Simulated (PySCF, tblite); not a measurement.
# C4H12N2SSi2: geometry, infrared bands and NMR shifts

Aim: predict the infrared bands and NMR shifts of C4H12N2SSi2 (`CC[Si@H](CC#N)S[SiH2]N`).

Computed with tblite 0.8.0 and PySCF 2.14.0, with density-fitted response routines of our own, on a single molecule in the gas phase. Atoms are numbered from 0 throughout.

### Step 1. Starting geometry

21 atoms, charge 0, multiplicity 1; geometry from: force field or distance geometry start.

Bonds of the start (Å): C0–C1 1.50, C1–Si2 1.86, Si2–C3 1.85, C3–C4 1.43, C4–N5 1.16, Si2–S6 2.15, S6–Si7 2.16, Si7–N8 1.78, C0–H9 1.13, C0–H10 1.11, C0–H11 1.09, C1–H12 1.12, C1–H13 1.12, Si2–H14 1.48, C3–H15 1.11, C3–H16 1.12, Si7–H17 1.47, Si7–H18 1.47, N8–H19 1.04, N8–H20 1.06.

### Step 2. Geometry optimisation with GFN2-xTB

What the job is given:

```
{"job": {"kind": "relax", "xc": "GFN2-xTB", "basis": "xTB"}, "charge": 0, "multiplicity": 1}
C     -2.945900    -0.607300    -0.075900
C     -1.874800    -1.158400     0.811800
Si    -0.229900    -0.311300     0.578500
C     -0.321000     1.537100     0.559400
C     -1.401200     2.059700    -0.221800
N     -2.255800     2.492500    -0.883400
S      0.844800    -1.128100    -1.100900
Si     2.824600    -0.270400    -1.077300
N      3.626100    -0.624600     0.473700
H     -3.639200    -1.458200    -0.326200
H     -3.546100     0.169300     0.438200
H     -2.501500    -0.298200    -1.023900
H     -2.177000    -1.091000     1.883600
H     -1.703300    -2.242800     0.572400
H      0.572000    -0.668300     1.769900
H      0.623500     1.920600     0.129900
H     -0.337500     1.880200     1.622000
H      3.647800    -0.868600    -2.134400
H      2.722000     1.178200    -1.299000
H      4.650000    -0.645000     0.290600
H      3.413200     0.151500     1.167000
```

Run with:

```
> OMP_NUM_THREADS=1 python probes_run.py task.json out
```

The driver reads the jobs from task.json and runs them one after another.

**Question.** This job is followed by: GFN2-xTB harmonic vibrations, gas phase; GIAO PBE0/pcSseg-1 NMR shielding, non-relativistic, gas phase. Predict these results of the whole session: strongest single infrared mode (GFN2-xTB); zero-point energy (GFN2-xTB); 13C shifts against TMS (PBE0/pcSseg-1); 1H shifts against TMS (PBE0/pcSseg-1, means over atoms taken as alike); 29Si shifts against TMS (PBE0/pcSseg-1); 15N shifts against NH3 (PBE0/pcSseg-1); 33S shifts against CS2 (PBE0/pcSseg-1).

The runs gave:

| quantity | value |
| --- | --- |
| strongest single infrared mode (GFN2-xTB) | 2210 cm⁻¹, 303 km/mol |
| zero-point energy (GFN2-xTB) | 96.7 kcal/mol |
| 13C shifts against TMS (PBE0/pcSseg-1) | 123.5, 13.1, 8.9, 1.9 ppm |
| 1H shifts against TMS (PBE0/pcSseg-1, means over atoms taken as alike) | 5.62, 5.55, 5.10, 2.77, 1.59, 1.58, 1.08, 0.99, 0.42 ppm |
| 29Si shifts against TMS (PBE0/pcSseg-1) | -4.2, -21.8 ppm |
| 15N shifts against NH3 (PBE0/pcSseg-1) | 300.6, 22.5 ppm |
| 33S shifts against CS2 (PBE0/pcSseg-1) | -276 ppm |

**Reading.** Relaxing lowered the energy by 0.779 eV in 212 steps; the close pair that moved most is Si2–C3, from 1.851 to 1.925 Å. All 57 modes are real, so the xTB geometry is a minimum. The strongest single mode, at 2210 cm⁻¹, moves mainly H14. Unscaled tight-binding wavenumbers are off by several per cent, some by more. Its intensities can rank the bands wrongly. The most deshielded carbon is C4 (nitrile carbon), at 123.5 ppm: typical of a nitrile. At PBE0/pcSseg-1: Shielding is most anisotropic at N5 (span 498 ppm, paramagnetic term -374 ppm).
